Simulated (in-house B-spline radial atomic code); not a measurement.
**Xe⁶⁺: binding energies from hole states**

How tightly is each shell of Xe⁶⁺ bound, and how much do the other electrons relax when one leaves?

The numbers are computed with in-house B-spline radial atomic code version 1 (Dirac-Hartree-Fock, average of configuration, Fermi nucleus, basis-set limit), except any that are marked as measured or tabulated.

## Step 1: What is computed

- element: xenon (Z = 54)
- charge: +6
- electrons: 48
- configuration: [Kr] 4d10 5s2
- Hamiltonian: Dirac-Coulomb
- nucleus: Fermi, rms radius 4.786 fm

The outer shells:

[Kr] 4d10 5s2
```
[Kr] core
4d [↑↓][↑↓][↑↓][↑↓][↑↓]
5s [↑↓]
```

The run's settings:

```ini
Z = 54
electrons = 48.0
configuration = [Kr] 4d10 5s2
hamiltonian = dirac
method = hf
spin_polarised = False
nucleus = fermi
rms_radius = 4.7859
mass_number = 132
atomic_mass = 131.90415508346
speed_of_light = 137.035999084
```

The reference is known from an earlier run: -7438.738400 hartree in all. Up to eight levels, counted from the top:

```
orbital  occupation  energy (eV)  <r> (bohr)
  3d3/2           4      -784.94      0.2777
  3d5/2           6      -771.70      0.2813
  4s1/2           2      -304.83      0.7156
  4p1/2           2      -250.68      0.7461
  4p3/2           4      -237.84      0.7714
  4d3/2           4      -148.68      0.8556
  4d5/2           6      -146.56      0.8657
  5s1/2           2      -89.912       1.664
```

## Step 2: The 1s hole

The run's settings:

```ini
Z = 54
electrons = 47.0
configuration = 1s1 2s2 2p6 3s2 3p6 3d10 4s2 4p6 4d10 5s2
hamiltonian = dirac
method = hf
spin_polarised = False
nucleus = fermi
rms_radius = 4.7859
mass_number = 132
atomic_mass = 131.90415508346
speed_of_light = 137.035999084
```

## Step 3: The 2s hole

Changes to the settings of step 2:

```diff
@@ -2,3 +2,3 @@
 electrons = 47.0
-configuration = 1s1 2s2 2p6 3s2 3p6 3d10 4s2 4p6 4d10 5s2
+configuration = 1s2 2s1 2p6 3s2 3p6 3d10 4s2 4p6 4d10 5s2
 hamiltonian = dirac
```

## Step 4: The 2p1/2 hole

In configurations, a minus sign after the shell means j = l − 1/2 and a plus sign j = l + 1/2; the count of electrons follows.

Changes to the settings of step 3:

```diff
@@ -2,3 +2,3 @@
 electrons = 47.0
-configuration = 1s2 2s1 2p6 3s2 3p6 3d10 4s2 4p6 4d10 5s2
+configuration = 1s2 2s2 2p-1 2p+4 3s2 3p6 3d10 4s2 4p6 4d10 5s2
 hamiltonian = dirac
```

## Step 5: The 2p3/2 hole

Changes to the settings of step 4:

```diff
@@ -2,3 +2,3 @@
 electrons = 47.0
-configuration = 1s2 2s2 2p-1 2p+4 3s2 3p6 3d10 4s2 4p6 4d10 5s2
+configuration = 1s2 2s2 2p-2 2p+3 3s2 3p6 3d10 4s2 4p6 4d10 5s2
 hamiltonian = dirac
```

## Step 6: The 3s hole

Changes to the settings of step 5:

```diff
@@ -2,3 +2,3 @@
 electrons = 47.0
-configuration = 1s2 2s2 2p-2 2p+3 3s2 3p6 3d10 4s2 4p6 4d10 5s2
+configuration = 1s2 2s2 2p6 3s1 3p6 3d10 4s2 4p6 4d10 5s2
 hamiltonian = dirac
```

## Step 7: The 3p1/2 hole

Changes to the settings of step 6:

```diff
@@ -2,3 +2,3 @@
 electrons = 47.0
-configuration = 1s2 2s2 2p6 3s1 3p6 3d10 4s2 4p6 4d10 5s2
+configuration = 1s2 2s2 2p6 3s2 3p-1 3p+4 3d10 4s2 4p6 4d10 5s2
 hamiltonian = dirac
```

## Step 8: The 3p3/2 hole

Changes to the settings of step 7:

```diff
@@ -2,3 +2,3 @@
 electrons = 47.0
-configuration = 1s2 2s2 2p6 3s2 3p-1 3p+4 3d10 4s2 4p6 4d10 5s2
+configuration = 1s2 2s2 2p6 3s2 3p-2 3p+3 3d10 4s2 4p6 4d10 5s2
 hamiltonian = dirac
```

## Step 9: The 3d3/2 hole

Changes to the settings of step 8:

```diff
@@ -2,3 +2,3 @@
 electrons = 47.0
-configuration = 1s2 2s2 2p6 3s2 3p-2 3p+3 3d10 4s2 4p6 4d10 5s2
+configuration = 1s2 2s2 2p6 3s2 3p6 3d-3 3d+6 4s2 4p6 4d10 5s2
 hamiltonian = dirac
```

Before running: What does each hole state cost in eV, and how does that compare with the orbital energies or single holes?

The runs gave:

| hole | ΔSCF (eV) | with Breit, QED, recoil (eV) | −ε of the parent (eV) | −ε less ΔSCF (eV) |
| --- | --- | --- | --- | --- |
| 1s | 34769.7 | 34646.2 | 34834.3 | 64.53 |
| 2s | 5553.61 | 5540.45 | 5586.76 | 33.15 |
| 2p1/2 | 5202.09 | 5189.25 | 5238.89 | 36.80 |
| 2p3/2 | 4877.61 | 4868.75 | 4912.99 | 35.38 |
| 3s | 1234.28 | 1232.02 | 1247.12 | 12.83 |
| 3p1/2 | 1087.98 | 1085.97 | 1101.39 | 13.41 |
| 3p3/2 | 1025.00 | 1023.76 | 1037.84 | 12.84 |
| 3d3/2 | 770.46 | 769.89 | 784.94 | 14.48 |

**Reading.** Koopmans' values overshoot, as they freeze the orbitals; relaxation lowers the cost by 64.5 eV for 1s and 14.48 eV for 3d3/2. The difference of the 1s and 2p3/2 holes gives a Kα1 line at 29777.5 eV for this charge state (with Breit, QED and recoil). The spin-orbit splitting of the 2p hole is 320.51 eV with those corrections. Values are for the free ion, measured from the vacuum level.
